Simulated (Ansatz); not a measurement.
# HfN: a tetragonal deformation path

One table from this session's results is given with a row withheld; the runs are named, their logs left out.

Computed with Ansatz 0.2.0 (DFT r2SCAN, scalar-relativistic, plane waves, PAW, unless a step's input says otherwise).

## The system as given

It takes space group Fm-3m (No. 225, cubic). The conventional cell has a = 4.518 Å, b = 4.518 Å, c = 4.518 Å, α = 90.00°, β = 90.00°, γ = 90.00°. Around Hf (site symmetry m-3m) lie 6 N at 2.26 Å. Around N (site symmetry m-3m) lie 6 Hf at 2.26 Å.

Coordinates:

```
CELL_PARAMETERS angstrom
0.00000 2.25900 2.25900
2.25900 0.00000 2.25900
2.25900 2.25900 0.00000
ATOMIC_POSITIONS crystal
Hf 0.00000 0.00000 0.00000
N 0.50000 0.50000 0.50000
```

No relaxation comes first: the listed cell is the starting point.

Set-up of the first run:

input.yaml

```yaml
crystal:
  lattice:
    - [0.0, 2.259, 2.259]
    - [2.259, 0.0, 2.259]
    - [2.259, 2.259, 0.0]
  atoms:
    - { symbol: Hf, position: [0.0, 0.0, 0.0] }
    - { symbol: "N", position: [0.5, 0.5, 0.5] }
basis:
  ecutwfc: 500
kpoints:
  mp_grid: { grid: [20, 20, 20] }
hamiltonian:
  xc: r2scan
scf:
  occupations: { method: gaussian, width: 0.15 }
output:
  forces: true
  stress: true
  eigenvalues: true
  write_density: true
  write_potential: true
  elf: true
  volumetric_format: npy
```

On the command line:

```sh
$ ansatz run input.yaml --threads 1 --pin off --max-ram 2560MiB --backend cpu --events-out ev --progress --plain --runs-dir out
```

Steps of the session up to this table: The reference: the undisturbed cell on the scan's mesh; ρ = 0.707; Point ρ = 1.414; At ρ = 0.850; At ρ = 1.200; Point ρ = 0.780; Point ρ = 1.300; ρ = 0.920; At ρ = 1.100; Point ρ = 0.650; At ρ = 1.500.

One table of the session follows, with a row left open; its other results are not shown here.

It belongs to the step «The scan collected». Collected from the runs (energy zero: the undisturbed cell):

| ρ | ΔE (meV/atom) | pressure (GPa) |
| --- | --- | --- |
| 0.650 | 3650.5 | 124.0 |
| 0.707 | 2215.1 | 92.9 |
| 0.780 | 1009.2 | 48.2 |
| 0.850 | 387.3 | 20.3 |
| 0.920 | ? | ? |
| 1.000 | 0.0 | 1.4 |
| 1.100 | 100.5 | 7.0 |
| 1.200 | 324.7 | 21.8 |
| 1.300 | 609.7 | 41.2 |
| 1.414 | 1016.6 | 66.8 |
| 1.500 | 1387.4 | 88.1 |

Q: Estimate the row for ρ = 0.920 from the others.

Worked estimate for «ΔE (meV/atom)». A straight line through the neighbours (0.850, 387.3) and (1.000, 0.0) gives 387.3 + (0.0 − 387.3) × (0.920 − 0.850) / (1.000 − 0.850) = 206.6; a parabola fitted to 4 rows on both sides gives 105.5.

**Answer.** ΔE (meV/atom): 91.0; pressure (GPa): 6.1. In «ΔE (meV/atom)» the line misses by +115.6 and the parabola by +14.5.

To keep in mind: The final runs have no spin polarisation, so a magnetic state may lie lower.
